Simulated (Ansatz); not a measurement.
# C2H5AlF (SMILES [CH2][Al]([CH3])[F]): UB3LYP/def2-SVP

What is the energy change on altering one bond length of C2H5AlF at UB3LYP/def2-SVP? 

The calculation is run with Ansatz 0.2.0.

55 further runs of the same task are left out: 1 that didn't finish, 54 set aside as unsound or not needed.

## 1. The system as given

C2H5AlF: 9 atoms, total charge 0, spin state doublet. As SMILES, `[CH2][Al]([CH3])[F]`. The coordinates come from a PBE0-D4/def2-TZVP relaxation. This is one conformer, not always the lowest.

Bond lengths: C1–Al2 1.918 Å, Al2–C3 1.939 Å, Al2–F4 1.657 Å, C1–H5 1.088 Å, C1–H6 1.089 Å, C3–H7 1.094 Å, C3–H8 1.094 Å, C3–H9 1.093 Å. Some angles: C1–Al2–C3 125.9°, C1–Al2–F4 116.2°, C3–Al2–F4 117.9°, Al2–C1–H5 124.0°, Al2–C1–H6 123.9°, Al2–C3–H7 111.0°, Al2–C3–H8 110.9°, Al2–C3–H9 112.4°, H5–C1–H6 112.2°, H7–C3–H8 106.5°.

## 2. A single-point energy at UB3LYP/def2-SVP

The input, job.yaml:

```yaml
crystal:
  periodic: [false, false, false]
  atoms:
    - {symbol: C, position_ang: [-0.686400, 1.587500, -0.820000]}
    - {symbol: Al, position_ang: [-0.112800, -0.228700, -0.596500]}
    - {symbol: C, position_ang: [0.607100, -1.002300, 1.029300]}
    - {symbol: F, position_ang: [-0.253200, -1.209400, -1.924700]}
    - {symbol: H, position_ang: [-1.086800, 1.989200, -1.748800]}
    - {symbol: H, position_ang: [-0.649000, 2.336800, -0.031000]}
    - {symbol: H, position_ang: [-0.009300, -1.839800, 1.370600]}
    - {symbol: H, position_ang: [1.611200, -1.403400, 0.860100]}
    - {symbol: H, position_ang: [0.667900, -0.276300, 1.843700]}
basis:
  gaussian: {orbitals: def2-SVP}
magnetization: {spin_polarized: true, initial_magnetization: 1}
hamiltonian: {xc: {name: B3LYP}}
accuracy: high
output: {orbitals: {seedname: orbitals}}
```

The run is started by

```bash
$ ansatz run job.yaml --threads 1 --pin off --max-ram 3480MiB --events-out events.jsonl --progress --plain --runs-dir runs
```

Output:

```text
Warning: RAYON_NUM_THREADS=1 ignored (pool sized by the plan → 1); use --threads N
Functional definition: B3LYP
  name "B3LYP"
  parameter a0 = 0.2
  parameter ax = 0.72
  parameter ac = 0.81
  exchange = (1 - a0 - ax)*slater_x + ax*b88_x + a0*exact_x
  correlation = (1 - ac)*vwn_rpa_c + ac*lyp_c
1920 factors; integrals over basis functions are off by at most 7.2e-9 eV
mean field evaluation 1: about -11455.1124 eV, gradient 4.7e1 eV
mean field evaluation 2: about -11449.2874 eV, gradient 5.9e1 eV
mean field evaluation 4: about -11464.8588 eV, gradient 2.3e0 eV
mean field evaluation 8: about -11464.9962 eV, gradient 1.4e-1 eV
mean field evaluation 16: about -11464.9963 eV, gradient 3.8e-5 eV
mean field -11464.99630787 eV, -421.3308430607 hartree, gradient 3.4e-8 eV, S^2 0.752653; 0 other end points of the search recorded, 0 dependent functions left out
reference -11464.99634984 eV, -421.3308446031 hartree; 20, 19 occupied and 65, 66 virtual orbitals, 1920 factors
Total energy: -11464.99634984 eV, -421.3308446031 hartree
```

It took 14 s on 1 thread of Arm Neoverse V1, shared host; peak memory 0.39 GiB.

## 3. The distorted shape

The input, job.yaml:

```yaml
crystal:
  periodic: [false, false, false]
  atoms:
    - {symbol: C, position_ang: [-0.665343, 1.734585, -0.620796]}
    - {symbol: Al, position_ang: [-0.091743, -0.081615, -0.397296]}
    - {symbol: C, position_ang: [0.628157, -0.855215, 1.228504]}
    - {symbol: F, position_ang: [-0.253200, -1.209400, -1.924700]}
    - {symbol: H, position_ang: [-1.065743, 2.136285, -1.549596]}
    - {symbol: H, position_ang: [-0.627943, 2.483885, 0.168204]}
    - {symbol: H, position_ang: [0.011757, -1.692715, 1.569804]}
    - {symbol: H, position_ang: [1.632257, -1.256315, 1.059304]}
    - {symbol: H, position_ang: [0.688957, -0.129215, 2.042904]}
basis:
  gaussian:
    orbitals: def2-SVP
magnetization:
  spin_polarized: true
  initial_magnetization: 1
hamiltonian:
  xc: {name: B3LYP}
accuracy: high
output:
  orbitals: {seedname: orbitals}
```

The run is started by

```bash
$ ansatz run job.yaml --threads 1 --pin off --max-ram 3480MiB --events-out events.jsonl --progress --plain --runs-dir runs
```

Output, shortened:

```text
Warning: RAYON_NUM_THREADS=1 ignored (pool sized by the plan → 1); use --threads N
[... 7 set-up lines as earlier in the session ...]
1912 factors; integrals over basis functions are off by at most 5.6e-9 eV
mean field evaluation 1: about -11454.3906 eV, gradient 4.7e1 eV
mean field evaluation 2: about -11444.9007 eV, gradient 6.8e1 eV
mean field evaluation 4: about -11464.3443 eV, gradient 2.1e0 eV
mean field evaluation 8: about -11464.4768 eV, gradient 1.7e-1 eV
mean field evaluation 16: about -11464.4770 eV, gradient 3.8e-5 eV
mean field -11464.47697661 eV, -421.3117579890 hartree, gradient 8.6e-9 eV, S^2 0.752692; 0 other end points of the search recorded, 0 dependent functions left out
reference -11464.47701832 eV, -421.3117595216 hartree; 20, 19 occupied and 65, 66 virtual orbitals, 1912 factors
Total energy: -11464.47701832 eV, -421.3117595216 hartree
```

Run time: 13 s. Hardware: 1 thread of Arm Neoverse V1, shared host; peak memory 0.38 GiB.

## 4. What came out

At UB3LYP/def2-SVP:

```
                                                          quantity          value
                                         first shape: total energy  -421.33084 Eh
                   first shape: HOMO energy (highest over α and β)       -6.84 eV
                    first shape: LUMO energy (lowest over α and β)       -3.01 eV
                                                 first shape: ⟨S²⟩          0.753
                                     distorted shape: total energy  -421.31176 Eh
               distorted shape: HOMO energy (highest over α and β)       -7.07 eV
                distorted shape: LUMO energy (lowest over α and β)       -3.27 eV
                                             distorted shape: ⟨S²⟩          0.753
energy change with the Al2–F4 bond stretched from 1.657 to 1.906 Å       0.519 eV
```

**Reading.** With the Al2–F4 bond stretched from 1.657 to 1.906 Å the energy rises by 0.52 eV (50.1 kJ/mol). The first shape isn't relaxed at this level, so the change isn't measured from a minimum.
